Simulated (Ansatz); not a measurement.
# CH5ClOSn: the cost of one run

Method: RKS B3LYP-D4/def2-SVP, in Ansatz 0.2.0.

1 further run of the same task is left out (it didn't finish).

**1. Starting point**

Bond lengths: O1–C2 1.392 Å, C2–Cl3 1.748 Å, C2–Sn4 2.079 Å, O1–H5 1.059 Å, C2–H6 1.126 Å, Sn4–H7 1.779 Å, Sn4–H8 1.738 Å, Sn4–H9 1.811 Å. Angles: O1–C2–Cl3 106.6°, O1–C2–Sn4 110.6°, O1–C2–H6 111.6°, Cl3–C2–Sn4 107.8°, Cl3–C2–H6 109.0°, Sn4–C2–H6 111.1°, C2–O1–H5 103.6°, C2–Sn4–H7 109.6°, C2–Sn4–H8 111.2°, C2–Sn4–H9 110.0°, H7–Sn4–H8 108.7°, H7–Sn4–H9 106.8°, H8–Sn4–H9 110.5°.

Structure file:

```xyz
9

O     1.2357    0.9167   -0.9910
C     0.7573    0.5401    0.2608
Cl    2.0550   -0.3216    1.0539
Sn   -0.8470   -0.7685    0.0662
H     0.4604    1.5221   -1.3821
H     0.4768    1.4355    0.8829
H    -2.2069    0.0684   -0.7178
H    -0.4171   -2.1527   -0.8927
H    -1.4256   -1.2864    1.7028
```

**2. Relaxing end A**

input.yaml reads:

```yaml
crystal:
  periodic: [false, false, false]
  atoms:
    - { symbol: O, position_ang: [1.2357, 0.9167, -0.991] }
    - { symbol: C, position_ang: [0.7573, 0.5401, 0.2608] }
    - { symbol: Cl, position_ang: [2.055, -0.3216, 1.0539] }
    - { symbol: Sn, position_ang: [-0.847, -0.7685, 0.0662] }
    - { symbol: H, position_ang: [0.4604, 1.5221, -1.3821] }
    - { symbol: H, position_ang: [0.4768, 1.4355, 0.8829] }
    - { symbol: H, position_ang: [-2.2069, 0.0684, -0.7178] }
    - { symbol: H, position_ang: [-0.4171, -2.1527, -0.8927] }
    - { symbol: H, position_ang: [-1.4256, -1.2864, 1.7028] }
basis:
  gaussian: { orbitals: def2-SVP }
hamiltonian:
  xc: b3lyp
  dispersion: d4
relax:
  f_tol: 0.015
  max_steps: 40
output:
  orbitals: {}
```

The run is started by

```bash
$ ansatz run input.yaml --threads 2 --pin off --max-ram 3072MiB --backend cpu --events-out ev --progress --plain --runs-dir out
```

What time and memory should one allow on 2 threads of Intel Xeon 6975P-C (Granite Rapids), shared host?

About 33 s, with a peak of 0.24 GiB.
